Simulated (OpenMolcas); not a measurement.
**Pt⁵⁺ among point charges: CASSCF and CASPT2 levels and susceptibility**

How does a field of 6 point charges split the states of Pt⁵⁺, and what χT follows?

The numbers are computed with OpenMolcas 26.06 (state-averaged CASSCF and CASPT2, spin-orbit coupling by RASSI with atomic mean-field integrals), except any that are marked as measured or tabulated.

## 1. What is computed

| Item | Value |
| --- | --- |
| Species | Pt⁵⁺ (platinum, Z = 78, 73 electrons) |
| Basis | ANO-RCC-VTZP [8s7p5d3f1g], 84 functions |
| Scalar Hamiltonian | DKH2, point nucleus |
| Inactive shells | 1s 2s 2p 3s 3p 3d 4s 4p 4d 4f 5s 5p |
| Active space | 5 electrons in 5 orbitals (5d) |
| Some configurations of this space | 5d⁵ |
| Orbitals | optimised for each spin and parity, averaged over all roots |

Outer shells as boxes (Hund's rule):

5d5
```
5d [↑ ][↑ ][↑ ][↑ ][↑ ]
```

The ion sits among 6 point charges of -1.7 e arranged as a trigonal prism (D3h), 2.06 Å from the ion, with a polar angle of 56.0° against the regular 49.1°.

Each step is its own input file, run in one work folder so that later steps find the files of earlier ones. Labels, J, g values, rates, χT and fits are worked out afterwards by a script from the matrices that RASSI stores.

## 2. One- and two-electron integrals

a.inp

```
&GATEWAY
Coord
1

Pt 0.0 0.0 0.0
Basis=ANO-RCC-VTZP
Group=NoSym
NoMove
AngMom=0.0 0.0 0.0
AMFI
XField
6 Angstrom 0
1.707294 0.000000 1.152712 -1.700000
-0.853647 1.478560 1.152712 -1.700000
-0.853647 -1.478560 1.152712 -1.700000
1.707294 0.000000 -1.152712 -1.700000
-0.853647 1.478560 -1.152712 -1.700000
-0.853647 -1.478560 -1.152712 -1.700000
&SEWARD
```

Launch:

```console
$ OMP_NUM_THREADS=1 MOLCAS_MEM=1689 MOLCAS_PROJECT=a pymolcas a.inp > a.log
```

## 3. CASSCF: sextets, 1 root

a.inp

```
&RASSCF
FileOrb=start.orb
Symmetry=1
Spin=6
nActEl=5 0 0
Inactive=34
Ras2=5
CIRoot=1 1 1
SDav=1
CIMx=300
Iter=120 100
PrWF=0.3
OrbListing=Nothing
MaxOrb=0
>>> COPY $Project.JobIph JOB001
```

start.orb holds the contracted functions of the basis, ordered by shell, or the orbitals of the step before.

## 4. Reference wave functions, quartets, 24 roots

a.inp

```
&RASSCF
FileOrb=start.orb
Symmetry=1
Spin=4
nActEl=5 0 0
Inactive=34
Ras2=5
CIRoot=24 24 1
SDav=24
CIMx=300
Iter=120 100
PrWF=0.3
OrbListing=Nothing
MaxOrb=0
>>> COPY $Project.JobIph JOB002
```

## 5. Reference wave functions, doublets, 75 roots

a.inp

```
&RASSCF
FileOrb=start.orb
Symmetry=1
Spin=2
nActEl=5 0 0
Inactive=34
Ras2=5
CIRoot=75 75 1
SDav=75
CIMx=300
Iter=120 100
PrWF=0.3
OrbListing=Nothing
MaxOrb=0
>>> COPY $Project.JobIph JOB003
```

## 6. State interaction with spin-orbit coupling

a.inp

```
&RASSI
NrOfJobIphs=3 1 24 75
1
1 2 3 4 5 6 7 8 9 10 11 12 13 14 15 16 17 18 19 20 21 22 23 24
1 2 3 4 5 6 7 8 9 10 11 12 13 14 15 16 17 18 19 20 21 22 23 24 25 26 27
28 29 30 31 32 33 34 35 36 37 38 39 40 41 42 43 44 45 46 47 48 49 50 51
52 53 54 55 56 57 58 59 60 61 62 63 64 65 66 67 68 69 70 71 72 73 74 75
IphNames
JOB001
JOB002
JOB003
EJob
SpinOrbit
DIPRint=1.0
SOCoupling=1000.0
Subsets=2
Property=9
'ANGMOM' 1 'ANGMOM' 2 'ANGMOM' 3 'MLTPL  1' 1 'MLTPL  1' 2 'MLTPL  1' 3
'AMFI' 1 'AMFI' 2 'AMFI' 3
SOProperty=3
'ANGMOM' 1 'ANGMOM' 2 'ANGMOM' 3
```

## 7. CASPT2: IPEA 0.25, imaginary shift 0.1 (closed shells correlated: 4f 5s 5p)

a.inp

```
>>> COPY JOB001 $Project.JobIph
&CASPT2
Multistate=1 1
Frozen=23
IPEA=0.25
Imaginary=0.1
MaxIter=60
WThr=0.0 0.3 0.05
PrWF=0.5
NoMix
>>> COPY JOB002 $Project.JobIph
&CASPT2
Multistate=24 1 2 3 4 5 6 7 8 9 10 11 12 13 14 15 16 17 18 19 20 21 22
23 24
NoMult
Frozen=23
IPEA=0.25
Imaginary=0.1
MaxIter=60
WThr=0.0 0.3 0.05
PrWF=0.5
NoMix
>>> COPY JOB003 $Project.JobIph
&CASPT2
Multistate=75 1 2 3 4 5 6 7 8 9 10 11 12 13 14 15 16 17 18 19 20 21 22
23 24 25 26 27 28 29 30 31 32 33 34 35 36 37 38 39 40 41 42 43 44 45 46
47 48 49 50 51 52 53 54 55 56 57 58 59 60 61 62 63 64 65 66 67 68 69 70
71 72 73 74 75
NoMult
Frozen=23
IPEA=0.25
Imaginary=0.1
MaxIter=60
WThr=0.0 0.3 0.05
PrWF=0.5
NoMix
```

(Steps that only read results are left out.)

What does the calculation give? Wanted: spin-free ground state; lowest level; next level.

The runs gave:

| quantity | value |
| --- | --- |
| method | SS-CASPT2, IPEA 0.25, imaginary shift 0.1 (closed shells correlated: 4f 5s 5p) |
| spin-free ground state | 6A1, 1-fold in its orbital part |
| lowest level | 2-fold E1/2, g = 1.90, 5.72, 5.72 |
| next level | 44.8 cm⁻¹ |
| χT at 300 K | 3.99 cm³ K/mol |
| effective moment at 300 K | 5.65 μB |

Cost by method:

| method | time of its own steps | time with the reference |
| --- | --- | --- |
| A. CASSCF | 30 s | 30 s |
| B. SS-CASPT2, IPEA 0.25, imaginary shift 0.1, +4f 5s 5p | 63 s | 93 s |

Times are of one thread on a shared host.

**Reading.** The spin-free ground state (6A1) comes to 100 % from free-ion S terms and keeps the highest spin of the shell. χT at 300 K is 3.99, against 4.39 cm³ K/mol for the spin alone, so spin-orbit coupling lowers it. An active space of the d shell alone favours high spin; real ions in strong fields can be low spin. CASPT2 does not keep the components of a term degenerate, and the means are used. The field of point charges can differ much from that of real complexes. With metal d orbitals alone active, the gaps between spin states are rough; where two lie within a few thousand cm-1, their order is open. This is an electrostatic model: the charges have no orbitals.
